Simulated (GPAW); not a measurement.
The system is CdBr.

```
Cd Br
1.0
     0.00000    3.07239    3.07239
     3.07239    0.00000    3.07239
     3.07239    3.07239    0.00000
Cd Br
1 1
Direct
  0.00000 0.00000 0.00000
  0.50000 0.50000 0.50000
```

The cell was built by a generator and needn't be a form met in nature.

| Item | Value |
| --- | --- |
| Program | GPAW 26.7.0 |
| Task | relaxation of cell and atoms |
| Functional | LDA |
| Potentials or basis | the program's PAW data sets (release 1.2.1) made for this functional |
| Cutoff | 600 eV |
| Basis | pw |
| k mesh | 6 × 6 × 6 |
| Occupations | fermi-dirac, width 0.05 eV |
| Spin | no spin polarisation |

At the start: pressure -2.9 GPa; volume 29.00 Å³/atom.

Q: How do energy, volume and symmetry change on relaxing?

A: Over 4 steps the energy falls by 24.1 meV/atom and the volume is 26.49 Å³/atom (-8.7 %); space group Fm-3m (No. 225, to 0.05 Å).

The path:
```csv
step,energy change (eV),largest force (eV/Å),pressure (GPa),volume (Å³)
1,0.0000,0.0000,-2.88,58.00
2,-0.0108,0.0000,-2.59,57.36
3,-0.0472,0.0000,0.44,52.33
4,-0.0482,0.0000,-0.05,52.98
```

Final structure:
```cif
data_structure
_symmetry_space_group_name_H-M 'P 1'
_symmetry_Int_Tables_number 1
_cell_length_a 4.2158
_cell_length_b 4.2158
_cell_length_c 4.2158
_cell_angle_alpha 60.000
_cell_angle_beta 60.000
_cell_angle_gamma 60.000
_cell_volume 52.98
loop_
_atom_site_label
_atom_site_type_symbol
_atom_site_fract_x
_atom_site_fract_y
_atom_site_fract_z
_atom_site_occupancy
Cd1 Cd 0.00000 0.00000 0.00000 1
Br1 Br 0.50000 0.50000 0.50000 1
```

Caveat: later steps reuse the first step's grids; an odd number of electrons without spin polarisation forces a metal; a magnetic or distorted state may lie lower.
